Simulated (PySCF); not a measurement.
# C3H7I: NMR shieldings, part 2 of 2

PySCF 2.14.0. Atoms count from 0. The steps go on from the part before.

## Step 6: NMR shieldings: BHandHLYP/pcJ-1 I:dyall-v2z (BHandHLYP), spin–orbit

The job: settings as JSON, then the geometry in Å.

```
{"job": {"kind": "hnmr", "xc": "BHandHLYP", "basis": {"default": "pcJ-1", "I": "dyall-v2z"}, "rel": "so"}, "charge": 0, "multiplicity": 1}
C     -1.305836     0.493510     0.082461
C     -0.382715    -0.707932    -0.020870
C      1.049257    -0.383724    -0.384945
I      2.093853     0.760885     1.133072
H     -2.335328     0.181203     0.311746
H     -1.328746     1.062410    -0.860810
H     -0.976618     1.179458     0.878128
H     -0.402003    -1.289148     0.915727
H     -0.751229    -1.391361    -0.808454
H      1.122386     0.230670    -1.292456
H      1.661713    -1.284989    -0.510707
```

With the program's defaults for keys left out, this is: BHandHLYP/pcJ-1 I:dyall-v2z GIAO NMR shielding, X2C with spin-orbit coupling, screened-nuclear two-electron part, Gaussian nuclei, gas phase.

Standard output:

```text
spin-free SCF
coarse grid: 40872 points
cycle   1  E = -7234.1631820209  dE = -1.018e-01  |g| = 3.130e-01  |ddm| = 2.455e+00
cycle   2  E = -7234.1729547409  dE = -9.773e-03  |g| = 2.349e-01  |ddm| = 5.473e-01
cycle   3  E = -7234.1841827617  dE = -1.123e-02  |g| = 6.312e-02  |ddm| = 2.640e-01
cycle   4  E = -7234.1849539081  dE = -7.711e-04  |g| = 1.769e-02  |ddm| = 5.546e-02
cycle   5  E = -7234.1850283830  dE = -7.447e-05  |g| = 4.059e-03  |ddm| = 1.734e-02
cycle   6  E = -7234.1850331904  dE = -4.807e-06  |g| = 9.752e-04  |ddm| = 5.815e-03
final grid: 85272 points
cycle   7  E = -7234.1853320265  dE = -1.205e-06  |g| = 1.019e-03  |ddm| = 2.808e-03
cycle   8  E = -7234.1853319464  dE =  8.013e-08  |g| = 1.214e-03  |ddm| = 2.124e-03
cycle   9  E = -7234.1853322627  dE = -3.163e-07  |g| = 5.018e-05  |ddm| = 1.088e-03
cycle  10  E = -7234.1853322633  dE = -6.003e-10  |g| = 3.170e-05  |ddm| = 9.959e-05
converged SCF energy = -7234.1853322633
two-component SCF
cycle   1  E = -7233.2528811226  dE = -7.233e+03  |FDS-SDF| = 1.218e+02
cycle   2  E = -7235.4164336797  dE = -2.164e+00  |FDS-SDF| = 7.780e-01
cycle   3  E = -7235.4189071126  dE = -2.473e-03  |FDS-SDF| = 2.878e-02
cycle   4  E = -7235.4190996634  dE = -1.926e-04  |FDS-SDF| = 8.231e-03
cycle   5  E = -7235.4191561504  dE = -5.649e-05  |FDS-SDF| = 4.748e-03
cycle   6  E = -7235.4191805744  dE = -2.442e-05  |FDS-SDF| = 2.026e-03
cycle   7  E = -7235.4191877768  dE = -7.202e-06  |FDS-SDF| = 4.440e-04
cycle   8  E = -7235.4191878811  dE = -1.044e-07  |FDS-SDF| = 1.378e-04
cycle   9  E = -7235.4191878891  dE = -8.005e-09  |FDS-SDF| = 4.276e-05
converged, E = -7235.4191878891

Field gradients (au) and densities at the nuclei (bohr^-3)
atom        Vxx        Vyy        Vzz        centre      nuclear mean
  0 C     -0.0130    -0.0408     0.0537        125.648        125.646
  1 C     -0.0210    -0.0577     0.0787        125.648        125.646
  2 C     -0.1989    -0.2208     0.4197        125.772        125.769
  3 I     -5.7343    -5.9594    11.6937     245979.182     238160.049
  4 H     -0.1370    -0.1467     0.2837          0.482          0.482
  5 H     -0.1344    -0.1458     0.2802          0.482          0.482
  6 H     -0.1333    -0.1432     0.2765          0.479          0.479
  7 H     -0.1308    -0.1415     0.2723          0.484          0.484
  8 H     -0.1294    -0.1406     0.2700          0.482          0.482
  9 H     -0.1337    -0.1436     0.2773          0.481          0.481
 10 H     -0.1345    -0.1456     0.2801          0.482          0.482
without picture change
  3 I                           12.6988                    537698.820

Core orbital energies (eV)
atom   shell        mean    spread
  3 I  1s       -33125.167   0.000
  3 I  2s        -5167.104   0.000
  3 I  3s        -1063.582   0.000
  3 I  4s         -194.867   0.000
  3 I  5s          -20.860   0.000
  3 I  2p1/2     -4842.016   0.000
  3 I  2p3/2     -4542.524   0.027
  3 I  3p1/2      -928.577   0.000
  3 I  3p3/2      -871.252   0.089
  3 I  4p1/2      -146.592   0.000
  3 I  4p3/2      -135.327   0.224
  3 I  3d3/2      -634.499   0.098
  3 I  3d5/2      -622.605   0.127
  3 I  4d3/2       -56.764   0.301
  3 I  4d5/2       -54.958   0.401

Shielding tensors (ppm)
atom      isotropic    diamagn.    paramagn.     s11        s22        s33       span
  0 C       169.91      244.82      -74.91     157.85     166.00     185.87      28.02
  1 C       157.74      242.24      -84.50     145.79     153.75     173.67      27.88
  2 C       178.55      245.28      -66.72     155.32     163.33     217.01      61.69
  3 I      5386.39     5086.91      299.49    4590.51    5161.28    6407.38    1816.87
  4 H        30.52       28.72        1.80      25.84      27.26      38.45      12.61
  5 H        30.92       29.18        1.74      26.82      28.26      37.68      10.87
  6 H        30.09       28.65        1.44      24.20      32.80      33.29       9.09
  7 H        30.07       29.45        0.62      24.88      28.89      36.44      11.57
  8 H        30.41       29.50        0.91      25.44      28.73      37.06      11.62
  9 H        28.58       29.29       -0.71      20.41      27.78      37.54      17.13
 10 H        28.12       29.40       -1.27      19.06      27.97      37.35      18.29
```

Wall time 2.7 min (1 thread of Arm Neoverse V2, shared host); peak memory 1.5 GiB.

From this job:

| quantity | value |
| --- | --- |
| energy from spin-orbit coupling | -1.2339 Eh |

## Step 7: Shieldings side by side

| run | I3 | C2 | C1 | C0 | H10 | H9 | H8 | time |
| --- | --- | --- | --- | --- | --- | --- | --- | --- |
| step 3, PBE/pcJ-1 I:dyall-v2z (PBE), spin–orbit | 5133.4 | 168.3 | 150.2 | 164.2 | 27.7 | 28.3 | 29.9 | 57 s |
| step 4, KT2/pcJ-1 I:dyall-v2z (KT2), spin–orbit | 5232.6 | 174.1 | 156.1 | 170.5 | 27.5 | 28.0 | 29.9 | 46 s |
| step 5, B3LYP/pcJ-1 I:dyall-v2z (B3LYP), spin–orbit | 5187.6 | 170.7 | 150.6 | 164.1 | 28.0 | 28.5 | 30.2 | 2.4 min |
| step 6, BHandHLYP/pcJ-1 I:dyall-v2z (BHandHLYP), spin–orbit | 5386.4 | 178.6 | 157.7 | 169.9 | 28.1 | 28.6 | 30.4 | 2.7 min |

## Step 8: What came out

This closing draws on all 2 parts.

| quantity | value |
| --- | --- |
| point group | C1 |
| rotational constants (main isotopes) | 10.68, 1.76, 1.60 GHz |
| energy from spin-orbit coupling (step 3, PBE/pcJ-1 I:dyall-v2z (PBE), spin–orbit) | -1.2375 Eh |
| shieldings (step 3, PBE/pcJ-1 I:dyall-v2z (PBE), spin–orbit) | C0 164.2, C1 150.2, C2 168.3, I3 5133.4 ppm |
| surface potential, 1st and 99th percentile | -0.59 V and 0.94 V |
| energy from spin-orbit coupling (step 4, KT2/pcJ-1 I:dyall-v2z (KT2), spin–orbit) | -1.2383 Eh |
| shieldings (step 4, KT2/pcJ-1 I:dyall-v2z (KT2), spin–orbit) | C0 170.5, C1 156.1, C2 174.1, I3 5232.6 ppm |
| energy from spin-orbit coupling (step 5, B3LYP/pcJ-1 I:dyall-v2z (B3LYP), spin–orbit) | -1.2368 Eh |
| shieldings (step 5, B3LYP/pcJ-1 I:dyall-v2z (B3LYP), spin–orbit) | C0 164.1, C1 150.6, C2 170.7, I3 5187.6 ppm |
| energy from spin-orbit coupling (step 6, BHandHLYP/pcJ-1 I:dyall-v2z (BHandHLYP), spin–orbit) | -1.2339 Eh |
| shieldings (step 6, BHandHLYP/pcJ-1 I:dyall-v2z (BHandHLYP), spin–orbit) | C0 169.9, C1 157.7, C2 178.6, I3 5386.4 ppm |

In words: Over 3 steps the energy fell by 0.074 eV; of the close pairs, C1–H8 changed most, 1.072 to 1.106 Å. In step 3, I3 has the widest tensor, 2129 ppm. By nearest atom (PBE/dyall-v2z+pcJ-1), the HOMO sits on I3 88 % and the LUMO on I3 50 %; C2 31 %. I3 moves most between the runs, by 253 ppm; the labels say what changes from run to run.
